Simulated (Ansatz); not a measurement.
Born–Oppenheimer molecular dynamics of a periodic cell of 28 atoms, AgPdI3O9 (host AgPdI3O9, host structure P-1). It starts from an unrelaxed structure (largest force component 1.30 eV/Å).

Method: DFT PBEsol, scalar-relativistic, plane waves, PAW (Ansatz 0.2.0). Settings: cutoff 420 eV, k mesh 2x2x2, fermi-dirac smearing 0.05 eV, no spin polarisation.

| Property | Result |
| --- | --- |
| ensemble | NVT, Nosé–Hoover chain |
| time step | 1.5 fs |
| steps asked | 170 |
| set temperature | 500 K |
| thermostat | time constant 50 fs, chain length 3 |
| seed | 147321 |

First frame:

```xyz
28
Lattice="7.6228 0.0000 0.0000 1.1307 8.2838 0.0000 2.1042 3.8384 7.8216" Properties=species:S:1:pos:R:3
Ag 2.962 2.062 1.262
Ag 7.896 10.060 6.559
Pd 1.052 1.919 3.911
Pd 0.000 0.000 0.000
I 3.627 4.019 4.713
I 7.231 8.103 3.109
I 4.259 8.291 5.999
I 6.599 3.832 1.822
I 7.266 5.364 6.145
I 3.591 6.758 1.677
O 2.248 3.545 3.464
O 8.610 8.577 4.358
O 2.472 4.801 6.037
O 8.386 7.321 1.785
O 3.982 5.663 3.971
O 6.876 6.460 3.850
O 3.198 9.908 5.708
O 7.660 2.214 2.114
O 2.276 4.641 0.008
O 8.582 7.481 7.814
O 5.884 8.987 5.363
O 4.974 3.135 2.459
O 7.705 4.343 7.718
O 3.153 7.779 0.104
O 6.679 3.886 5.156
O 4.179 8.237 2.666
O 5.606 5.992 6.750
O 5.252 6.130 1.072
```

Task: What does the run give?

Result: All steps were run.

```json
{
 "steps done": "170",
 "time covered": "255 fs",
 "mean temperature over the second half": "518 K",
 "spread of the potential energy over the second half": "9.0 meV per atom",
 "mean potential energy of the second half above the start": "35.2 meV per atom"
}
```

The conserved energy stayed within 0.24 meV per atom of its start (net change 0.11 meV per atom), so the integration is sound. A run of 0.26 ps of so small a system gives no equilibrium averages.

Task: What happens to the structure?

Result: Mean squared displacements from the first frame to the last, about the centre of mass: Ag 0.49 Å², Pd 0.04 Å², I 0.05 Å², O 0.16 Å². Another seed would give other details.

Task: How do temperature and energy run in time?

Result: 
```csv
time (fs),T (K),potential energy less start (eV),conserved less start (meV/atom)
0.0,500,0.000,0.00
21.0,458,0.163,-0.04
42.0,303,0.793,0.07
63.0,531,0.297,0.04
84.0,404,0.999,0.11
105.0,566,0.572,0.00
126.0,448,1.034,0.07
147.0,535,0.793,-0.02
168.0,562,0.787,-0.02
189.0,484,1.168,0.12
210.0,600,0.857,0.11
231.0,429,1.370,0.16
252.0,528,0.871,0.06
```

The run took 20 min on 4 threads of Arm Neoverse V2, with other jobs on the host, peak memory 2.4 GiB.
